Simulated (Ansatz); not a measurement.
# C2H10GaOP: ionisation energy by level of theory

The task here is to estimate one member of a computed series from the others.

Computed with Ansatz 0.2.0, Gaussian basis. Level: unrestricted cation, the program's frozen cores in correlated methods.

Plan: UKS PBE-D4/def2-TZVPP; UKS r2SCAN-D4/def2-TZVPP; UKS PBE0-D4/def2-TZVPP; UKS B3LYP-D4/def2-TZVPP; UKS wB97X-V/def2-TZVPP; UKS wB97M-V/def2-TZVPP; UKS B2PLYP/def2-TZVPP; UHF-MP2/def2-TZVPP; UHF-MP2/def2-QZVPP; then −ε(HOMO) from the neutral's earlier runs with LDA (SPW92), PBE-D4, revPBE-D4, BLYP-D4, r2SCAN-D4, B97M-V, PBE0-D4, B3LYP-D4, r2SCANh-D4, r2SCAN0-D4, HSE06-D4, BHLYP-D4, CAM-B3LYP-D4, LC-ωPBE, ωB97X-V, ωB97M-V.

1 further run of the same task is left out (it didn't finish).

### The relaxed structure

All runs share one geometry, relaxed beforehand with PBE0-D4 in a triple-zeta def2 set.

SMILES `[CH3][Ga-]([CH3])([OH])[PH3+]`, 15 atoms, charge 0, spin multiplicity 1.

Atoms are counted from 1 here; the program's logs count them from 0.

Bond lengths: C1–Ga2 1.969 Å, C1–H6 1.092 Å, C1–H7 1.093 Å, C1–H8 1.092 Å, Ga2–C3 1.976 Å, Ga2–O4 1.835 Å, Ga2–P5 2.668 Å, C3–H9 1.092 Å, C3–H10 1.093 Å, C3–H11 1.092 Å, O4–H12 0.959 Å, P5–H13 1.416 Å, P5–H14 1.411 Å, P5–H15 1.409 Å. Angles: Ga2–C1–H6 111.8°, Ga2–C1–H7 110.1°, Ga2–C1–H8 110.6°, H6–C1–H7 107.6°, H6–C1–H8 108.8°, H7–C1–H8 107.8°, C1–Ga2–C3 127.5°, C1–Ga2–O4 112.4°, C1–Ga2–P5 100.4°, C3–Ga2–O4 116.5°, C3–Ga2–P5 103.5°, O4–Ga2–P5 82.8°, Ga2–C3–H9 111.7°, Ga2–C3–H10 110.1°, Ga2–C3–H11 111.3°, H9–C3–H10 107.8°, H9–C3–H11 108.3°, H10–C3–H11 107.5° and more.

The first run:

File in.yaml:

```yaml
crystal:
  periodic: [false, false, false]
  atoms:
    - {symbol: C, position_ang: [-1.846916, -0.037372, 1.100286]}
    - {symbol: Ga, position_ang: [-0.160993, -0.573517, 0.236430]}
    - {symbol: C, position_ang: [1.591286, -0.870868, 1.100996]}
    - {symbol: O, position_ang: [-0.436643, -1.418998, -1.368584]}
    - {symbol: P, position_ang: [0.270060, 1.540137, -1.333743]}
    - {symbol: H, position_ang: [-1.725373, 0.864764, 1.704042]}
    - {symbol: H, position_ang: [-2.200279, -0.832895, 1.761653]}
    - {symbol: H, position_ang: [-2.620873, 0.142235, 0.351689]}
    - {symbol: H, position_ang: [2.395918, -0.953617, 0.366931]}
    - {symbol: H, position_ang: [1.572099, -1.797712, 1.680890]}
    - {symbol: H, position_ang: [1.837158, -0.058227, 1.788400]}
    - {symbol: H, position_ang: [0.321109, -1.926846, -1.663082]}
    - {symbol: H, position_ang: [0.537640, 2.921753, -1.172624]}
    - {symbol: H, position_ang: [1.261836, 1.282509, -2.303386]}
    - {symbol: H, position_ang: [-0.818029, 1.667854, -2.220497]}
basis:
  gaussian: {orbitals: def2-TZVPP}
total_charge: 1
magnetization: {spin_polarized: true, initial_magnetization: 1}
hamiltonian: {xc: pbe, dispersion: d4}
```

The run is started by

```
$ ansatz run in.yaml --threads 2 --pin off --events-out ev --progress --plain --max-ram 32768MiB --backend cuda --devices 0, --max-vram 18GiB
```

Among the steps run: Cation, UKS PBE-D4/def2-TZVPP; Cation, UKS r2SCAN-D4/def2-TZVPP; Cation, UKS PBE0-D4/def2-TZVPP; Cation, UKS B3LYP-D4/def2-TZVPP; Cation, UKS wB97X-V/def2-TZVPP; Cation, UKS wB97M-V/def2-TZVPP; Cation, UKS B2PLYP (frozen core)/def2-TZVPP; Cation, UHF-MP2/def2-TZVPP; Cation, UHF-MP2/def2-QZVPP.

One of the session's tables, all rows but one given; the rest of the session is left out.

It belongs to the step «Ionisation energies side by side». For comparison, −ε(HOMO) of the neutral from earlier runs:

```
  functional  −ε(HOMO) (eV)
 LDA (SPW92)              ?
      PBE-D4           5.96
   revPBE-D4           5.89
     BLYP-D4           5.85
   r2SCAN-D4           6.22
      B97M-V           6.31
     PBE0-D4           7.25
    B3LYP-D4           7.04
  r2SCANh-D4           6.71
  r2SCAN0-D4           7.43
    HSE06-D4           6.86
    BHLYP-D4           8.42
CAM-B3LYP-D4           8.62
     LC-ωPBE           9.96
     ωB97X-V           9.60
     ωB97M-V           9.51
```

Estimate the missing values for LDA (SPW92).

As computed: −ε(HOMO) (eV): 6.12. In the column «−ε(HOMO) (eV)» it lies between PBE-D4 (5.96) and r2SCAN-D4 (6.22).

Caveats from the session: The cation may have settled in a state other than its lowest; no search over hole states beyond the program's own was made.
